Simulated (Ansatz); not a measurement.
# CHClSi₂ (SMILES Cl[Si]1=[Si]=C1): single points off equilibrium

How do the functionals fare away from a minimum? The structure is a structure displaced at random from a GFN2-xTB minimum.

Program: Ansatz 0.2.0, Gaussian basis. Level of theory: single points in def2-TZVPP. These are calculated values, not measurements.

Correlated methods freeze the cores. B3LYP uses VWN-RPA correlation.

### Step 1. The system as given

5 atoms, charge 0, spin multiplicity 1.

Atoms are counted from 1 here; the program's logs count them from 0.

Bond lengths: Cl1–Si2 2.128 Å, Si2–Si3 2.402 Å, Si2–C4 1.869 Å, Si3–C4 1.768 Å, C4–H5 1.068 Å. Angles: Cl1–Si2–Si3 163.3°, Cl1–Si2–C4 118.3°, Si3–Si2–C4 46.9°, Si2–Si3–C4 50.5°, Si2–C4–Si3 82.6°, Si2–C4–H5 135.0°, Si3–C4–H5 142.3°.

As a file:

```xyz
5

Cl   -2.02870   -1.48150    0.85610
Si   -0.96690   -0.11490   -0.38170
Si    0.60260    1.51190   -1.19310
C     0.81210    0.26720    0.04460
H     1.54030   -0.15780    0.70030
```

### Step 2. CCSD(T)/def2-TZVPP

Input file run/in.yaml:

```yaml
crystal:
  periodic: [false, false, false]
  atoms:
    - {symbol: Cl, position_ang: [-2.028700, -1.481500, 0.856100]}
    - {symbol: Si, position_ang: [-0.966900, -0.114900, -0.381700]}
    - {symbol: Si, position_ang: [0.602600, 1.511900, -1.193100]}
    - {symbol: C, position_ang: [0.812100, 0.267200, 0.044600]}
    - {symbol: H, position_ang: [1.540300, -0.157800, 0.700300]}
basis:
  gaussian: {orbitals: def2-TZVPP}
correlation: {method: ccsd_t}
output: {forces: true}
```

No record of the launch command was kept for these runs.

### Step 3. PBE0-D4/def2-TZVPP

Edit run/in.yaml of step 2 so:

```diff
@@ -10,3 +10,3 @@
   gaussian: {orbitals: def2-TZVPP}
-correlation: {method: ccsd_t}
-output: {forces: true}
+hamiltonian: {xc: pbe0, dispersion: d4}
+output: {forces: true, orbitals: {seedname: orbitals}}
```

### Step 4. wB97M-V/def2-TZVPP

Edit run/in.yaml of step 3 so:

```diff
@@ -10,3 +10,3 @@
   gaussian: {orbitals: def2-TZVPP}
-hamiltonian: {xc: pbe0, dispersion: d4}
-output: {forces: true, orbitals: {seedname: orbitals}}
+hamiltonian: {xc: {name: wB97M-V}}
+output: {forces: true}
```

### Step 5. r2SCAN-D4/def2-TZVPP

Edit run/in.yaml of step 4 so:

```diff
@@ -10,3 +10,3 @@
   gaussian: {orbitals: def2-TZVPP}
-hamiltonian: {xc: {name: wB97M-V}}
+hamiltonian: {xc: r2scan, dispersion: d4}
 output: {forces: true}
```

### Step 6. PBE-D4/def2-TZVPP

Edit run/in.yaml of step 5 so:

```diff
@@ -10,3 +10,3 @@
   gaussian: {orbitals: def2-TZVPP}
-hamiltonian: {xc: r2scan, dispersion: d4}
+hamiltonian: {xc: pbe, dispersion: d4}
 output: {forces: true}
```

### Step 7. CAM-B3LYP-D4/def2-TZVPP

Edit run/in.yaml of step 6 so:

```diff
@@ -10,3 +10,3 @@
   gaussian: {orbitals: def2-TZVPP}
-hamiltonian: {xc: pbe, dispersion: d4}
+hamiltonian: {xc: {name: CAM-B3LYP}, dispersion: d4}
 output: {forces: true}
```

### Step 8. B3LYP-D4/def2-TZVPP

Edit run/in.yaml of step 7 so:

```diff
@@ -10,3 +10,3 @@
   gaussian: {orbitals: def2-TZVPP}
-hamiltonian: {xc: {name: CAM-B3LYP}, dispersion: d4}
+hamiltonian: {xc: {name: B3LYP}, dispersion: d4}
 output: {forces: true}
```

(Steps that only read results are left out.)

What does the calculation give? Wanted: energy less free atoms, CCSD(T)/def2-TZVPP; RMS force component; RMS force error; HOMO and LUMO, PBE0-D4; T1 diagnostic.

As calculated:

```
                                  quantity                                                                                                 value
energy less free atoms, CCSD(T)/def2-TZVPP                                                                                        -1614.4 kJ/mol
                       RMS force component                                                                  0.735 to 0.857 eV/Å over the methods
                           RMS force error  PBE0-D4 0.175, wB97M-V 0.226, r2SCAN-D4 0.152, PBE-D4 0.141, CAM-B3LYP-D4 0.286, B3LYP-D4 0.137 eV/Å
                    HOMO and LUMO, PBE0-D4                                                                                    -6.40 and -2.92 eV
                             T1 diagnostic                                                                                                 0.016
```

Against CCSD(T) the functionals' energies less atoms differ by -136.6 to -35.7 kJ/mol, PBE-D4 by -136.6 kJ/mol. The reference is not at the basis limit: in triple zeta CCSD(T) underbinds, which counts against methods that bind more; the gaps are no ranking. The forces of B3LYP-D4 come nearest to CCSD(T), those of CAM-B3LYP-D4 are farthest. Frozen-core CCSD(T) forces in triple zeta carry basis errors of their own, and this is one geometry, so small gaps rank nothing. The restricted Hartree–Fock reference is unstable towards an unrestricted one at one or more of these structures.
